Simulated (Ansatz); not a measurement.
Run this with the Ansatz DFT code, driven from Python and show what comes out.

Script `opt.py`:
```python
# -*- coding: utf-8 -*-
"""Relax the AlBrHO molecule."""

import argparse
import warnings

import ansatz
import numpy as np

parser = argparse.ArgumentParser(description="Relax the AlBrHO molecule.")
parser.add_argument("--basis", default="def2-SVP", help="basis")
parser.add_argument("--functional", default="HF", help="exchange-correlation functional")
args = parser.parse_args()

warnings.simplefilter("ignore", ansatz.DeckWarning)

geometry_ang = [
    ("O", (-0.9437, 0.2926, -0.741)),
    ("Al", (-0.2528, -0.2968, 0.8004)),
    ("Br", (1.8483, -1.3383, 0.7432)),
    ("H", (-0.5962, 1.2823, -0.8229)),
]
albrho = ansatz.Crystal.molecule()
for symbol, xyz in geometry_ang:
    albrho = albrho.atom(symbol, xyz)

base = albrho.calculation()
base = base.basis(gaussian=args.basis)
base = base.functional(args.functional)
base = base.spin("collinear", total=1).scf(lower_state_search="standard")
symbols = [site.symbol for site in albrho.cartesian_sites]
start = np.array([site.position_ang for site in albrho.cartesian_sites], dtype=float)
def progress(event):
    if event["event"] == "relax_step":
        row = event["data"]
        print(f"step {row['step']:3d}  E = {row['lagrangian_ev']:.6f} eV  max force {row['allowed_force_max_ev_ang']:.4f} eV/A")


rep = base.relax(force_tolerance=0.005, max_steps=100).session().plan().execute(on_event=progress).report
end = np.array(rep["positions_ang"])

print("reference energy %16.6f eV" % rep["reference_energy_ev"])
print("total energy     %16.6f eV" % rep["free_energy_ev"])
print("occupied (up, down):", rep["n_occupied"], " virtual:", rep["n_virtual"], " frozen:", rep["n_frozen"])

print("bond        before    after (A)")
for i, j in [(0, 1), (0, 3), (1, 2)]:
    d0, d1 = (np.linalg.norm(xyz[i] - xyz[j]) for xyz in (start, end))
    print(f"{symbols[i]}{i}-{symbols[j]}{j}".ljust(10), f"{d0:8.4f} {d1:8.4f}")
for i, j, k in [(1, 0, 3), (0, 1, 2)]:
    u, v = end[i] - end[j], end[k] - end[j]
    print(f"angle {symbols[i]}{i}-{symbols[j]}{j}-{symbols[k]}{k}: {np.degrees(np.arccos(np.clip(u @ v / np.linalg.norm(u) / np.linalg.norm(v), -1, 1))):.2f} deg")

charges = rep["charge_distribution"]
print("dipole moment", round(4.803205 * float(np.linalg.norm(charges["dipole_moment_e_ang"])), 3), "D")
print("Mulliken:", [(s, round(q, 3)) for s, q in zip(symbols, charges["mulliken_charges_e"])])
```

```console
$ python opt.py
step   1  E = -78624.642907 eV  max force 3.9739 eV/A
step   2  E = -78624.992681 eV  max force 1.4705 eV/A
step   3  E = -78625.071637 eV  max force 1.1298 eV/A
step   4  E = -78625.192302 eV  max force 0.7098 eV/A
step   5  E = -78625.030416 eV  max force 3.0589 eV/A
step   6  E = -78625.267989 eV  max force 0.2451 eV/A
step   7  E = -78625.276890 eV  max force 0.6949 eV/A
step   8  E = -78625.286860 eV  max force 0.2969 eV/A
step   9  E = -78625.289693 eV  max force 0.0739 eV/A
step  10  E = -78625.290060 eV  max force 0.0393 eV/A
step  11  E = -78625.290158 eV  max force 0.0020 eV/A
reference energy    -78625.290158 eV
total energy        -78625.290158 eV
occupied (up, down): [29, 28]  virtual: [40, 41]  frozen: 0
bond        before    after (A)
O0-Al1       1.7890   1.6811
O0-H3        1.0521   0.9418
Al1-Br2      2.3458   2.2895
angle Al1-O0-H3: 133.75 deg
angle O0-Al1-Br2: 119.12 deg
dipole moment 1.24 D
Mulliken: [('O', -0.621), ('Al', 0.847), ('Br', -0.435), ('H', 0.209)]
```

Reading the output:
- These settings explore the input space; basis and method may be short of convergence.
- The end point is the stationary point reached from this start; no frequency run checks that it is a minimum, and the basis set is modest.
- The species is open-shell (spin multiplicity 2).
- It ran for 20 s on 1 thread of Arm Neoverse V1 (shared host), peak memory 0.28 GiB.

(A comment or docstring line of the script was reworded after the run, the code is as it ran; lines on the test bed's own set-up are left out of the output.)
